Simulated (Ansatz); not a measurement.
Working through a scan of the energy under strain of NbCd3, space group Pm-3m

With Ansatz 0.2.0 through its Python package.

Notebook, run cell by cell (the value of a cell's last expression is shown):

```python
import warnings

import ansatz as az
import numpy as np
```

```python
VECTORS = np.array([
    [4.215, 0.0, 0.0],
    [0.0, 4.215, 0.0],
    [0.0, 0.0, 4.215],
])
SITES = [
    ('Nb', (0.0, 0.0, 0.0)),
    ('Cd', (0.0, 0.5, 0.5)),
    ('Cd', (0.5, 0.0, 0.5)),
    ('Cd', (0.5, 0.5, 0.0)),
]
```

```python
def on_lattice(cell):
    crystal = az.Crystal(lattice=az.Lattice.of(cell))
    for symbol, position in SITES:
        crystal = crystal.atom(symbol, position)
    return crystal
```

```python
warnings.simplefilter('ignore', az.DeckWarning)

# clamped ions: the fractional positions stay as typed
values = np.linspace(-0.05, 0.05, 7)
energies = []
for d in values:
    strain = np.diag([0, 0, d])
    cell = VECTORS @ (np.eye(3) + strain)
    model = (
        on_lattice(cell).calculation()
        .occupations('Fermi-Dirac', width=0.1)
        .pseudopotentials('paw')
        .functional('PBE')
        .basis(520)
        .kpoints(8, 8, 8)
        .stress()
    )
    rep = model.run(threads=1).report
    energies.append(rep['free_energy_ev'] / len(SITES))
    s = rep['stress_gpa']
    print(f'd = {d:+.4f}  stress xx yy zz xy (GPa, compression positive): {s[0][0]:8.3f} {s[1][1]:8.3f} {s[2][2]:8.3f} {s[0][1]:8.3f}')
energies = np.array(energies)
```

    d = -0.0500  stress xx yy zz xy (GPa, compression positive):   13.471   13.471   17.530   -0.000
    d = -0.0333  stress xx yy zz xy (GPa, compression positive):   11.162   11.162   13.783    0.000
    d = -0.0167  stress xx yy zz xy (GPa, compression positive):    9.098    9.098   10.375   -0.000
    d = +0.0000  stress xx yy zz xy (GPa, compression positive):    7.261    7.261    7.261    0.000
    d = +0.0167  stress xx yy zz xy (GPa, compression positive):    5.649    5.649    4.383    0.000
    d = +0.0333  stress xx yy zz xy (GPa, compression positive):    4.245    4.245    1.717    0.000
    d = +0.0500  stress xx yy zz xy (GPa, compression positive):    3.026    3.026   -0.741    0.000

```python
for value, e in zip(values, energies):
    print(f'strain {value:7.3f}   E - Emin = {1000 * (e - energies.min()):9.3f} meV/atom')
np.savetxt('strain.csv', np.column_stack([values, energies]), fmt='%.6f', delimiter=',', header='strain,energy_eV_per_atom')
curvature = 2 * np.polyfit(values, energies, 3)[1]
volume = abs(np.linalg.det(VECTORS)) / len(SITES)
print(f'd2E/dd2 over the volume: {curvature / volume * 160.21766:.1f} GPa')
```

    strain  -0.050   E - Emin =    89.159 meV/atom
    strain  -0.033   E - Emin =    58.726 meV/atom
    strain  -0.017   E - Emin =    35.255 meV/atom
    strain   0.000   E - Emin =    18.124 meV/atom
    strain   0.017   E - Emin =     6.821 meV/atom
    strain   0.033   E - Emin =     0.916 meV/atom
    strain   0.050   E - Emin =     0.000 meV/atom
    d2E/dd2 over the volume: 181.2 GPa

`strain.csv`, as written:
```csv
# strain,energy_eV_per_atom
-0.050000,-7328.686568
-0.033333,-7328.717002
-0.016667,-7328.740472
0.000000,-7328.757604
0.016667,-7328.768906
0.033333,-7328.774812
0.050000,-7328.775728
```

Against the unstrained cell the energy per atom changes by +71.04 meV at one end of the scan and -18.12 meV at the other, and its second derivative over the volume is 181.2 GPa. The lowest row is an end of the scan, as the cell stands under stress.

Notes:
- Total energies depend on the potentials; only differences at equal settings carry meaning.
- The curvature belongs to this strain pattern and to the cell's stress; it equals a single elastic constant only for simple patterns.
- In a metal a curvature from energy changes of a few meV or less hangs on mesh and smearing, in size and even in sign.
- At these settings the cell as given stands under about 7 GPa, so it isn't at this functional's equilibrium volume.
- The structure is a deposited one; some such entries were measured under pressure or heat, so a shift against it needn't be the functional's error alone.
- The ions keep their fractional positions (clamped ions).
- The whole script took 85 s on 1 thread of Arm Neoverse V2 (shared host), peak memory 0.57 GiB.
